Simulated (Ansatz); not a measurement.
**CH₇AlOSn: a ladder of functionals and wavefunction methods**

The task here is to estimate one member of a computed series from the others.

Method: functionals in def2-TZVPP, the program's frozen cores in correlated methods; program: Ansatz 0.2.0, Gaussian basis.

The runs, in order: PBE-D4, r2SCAN-D4, PBE0-D4, B3LYP-D4, ωB97X-V, ωB97M-V, B2PLYP; CCSD(T)/def2-TZVPP; MP2/def2-QZVPP; extrapolation to the limit.

### The relaxed structure

All runs share one geometry, relaxed beforehand with PBE0-D4 in a triple-zeta def2 set. Sn takes the def2 core potential; no spin-orbit term is included.

SMILES `[CH3][SnH2][O][AlH2]`, 11 atoms, charge 0, spin multiplicity 1.

Atoms are counted from 1 here; the program's logs count them from 0.

Bond lengths: C1–Sn2 2.132 Å, C1–H5 1.091 Å, C1–H6 1.090 Å, C1–H7 1.090 Å, Sn2–O3 1.956 Å, Sn2–H8 1.709 Å, Sn2–H9 1.710 Å, O3–Al4 1.677 Å, Al4–H10 1.589 Å, Al4–H11 1.583 Å. Angles: Sn2–C1–H5 110.4°, Sn2–C1–H6 109.5°, Sn2–C1–H7 109.7°, H5–C1–H6 109.1°, H5–C1–H7 109.0°, H6–C1–H7 109.0°, C1–Sn2–O3 107.2°, C1–Sn2–H8 113.1°, C1–Sn2–H9 113.1°, O3–Sn2–H8 105.3°, O3–Sn2–H9 105.6°, H8–Sn2–H9 111.8°, Sn2–O3–Al4 148.1°, O3–Al4–H10 119.4°, O3–Al4–H11 118.6°, H10–Al4–H11 122.1°.

The first run:

Input file in.yaml:

```yaml
crystal:
  periodic: [false, false, false]
  atoms:
    - {symbol: C, position_ang: [-1.186736, 1.382526, -0.118369]}
    - {symbol: Sn, position_ang: [-0.829443, -0.433544, 0.940419]}
    - {symbol: O, position_ang: [0.787705, -1.234982, 0.185798]}
    - {symbol: Al, position_ang: [2.119762, -1.074135, -0.820396]}
    - {symbol: H, position_ang: [-2.066494, 1.889092, 0.280822]}
    - {symbol: H, position_ang: [-0.321822, 2.038484, -0.019669]}
    - {symbol: H, position_ang: [-1.349780, 1.165602, -1.174130]}
    - {symbol: H, position_ang: [-2.059361, -1.597525, 0.710736]}
    - {symbol: H, position_ang: [-0.488891, -0.186545, 2.597478]}
    - {symbol: H, position_ang: [2.336395, 0.285201, -1.614729]}
    - {symbol: H, position_ang: [3.123964, -2.291177, -0.947359]}
basis:
  gaussian: {orbitals: def2-TZVPP}
hamiltonian: {xc: pbe, dispersion: d4}
output: {forces: true, orbitals: {seedname: orbitals}}
```

The run is started by

```console
$ ansatz run in.yaml --threads 4 --pin off --events-out ev --progress --plain --max-ram 10444MiB
```

Among the steps run: PBE-D4 (GGA); r2SCAN-D4 (meta-GGA); PBE0-D4 (hybrid); B3LYP-D4 (hybrid); ωB97X-V (range-separated); ωB97M-V (range-separated); B2PLYP (double hybrid); CCSD(T) in def2-TZVPP; MP2 in def2-QZVPP.

One table of the session follows, with a row left open; its other results are not shown here.

| method | atomisation energy (kJ/mol) |
| --- | --- |
| PBE-D4 | 3423.3 |
| r2SCAN-D4 | 3435.4 |
| PBE0-D4 | 3385.3 |
| B3LYP-D4 | 3422.8 |
| ωB97X-V | 3459.6 |
| ωB97M-V | 3439.2 |
| B2PLYP | ? |
| HF/def2-TZVPP | 2525.2 |
| MP2/def2-TZVPP | 3382.3 |
| CCSD/def2-TZVPP | 3335.0 |
| CCSD(T)/def2-TZVPP | 3377.9 |
| MP2/CBS | 3473.9 |
| CCSD(T)/CBS | 3469.5 |

Q: Estimate the row for B2PLYP from the others.

**Answer.** atomisation energy (kJ/mol): 3392.1. In the column «atomisation energy (kJ/mol)» it lies between PBE0-D4 (3385.3) and B3LYP-D4 (3422.8).

Caveats from the session: Free atoms (1 C, 1 Sn, 1 O, 1 Al, 7 H) were run apart at each level; the atomisation energy is their sum less the molecule, without zero-point or spin-orbit terms.
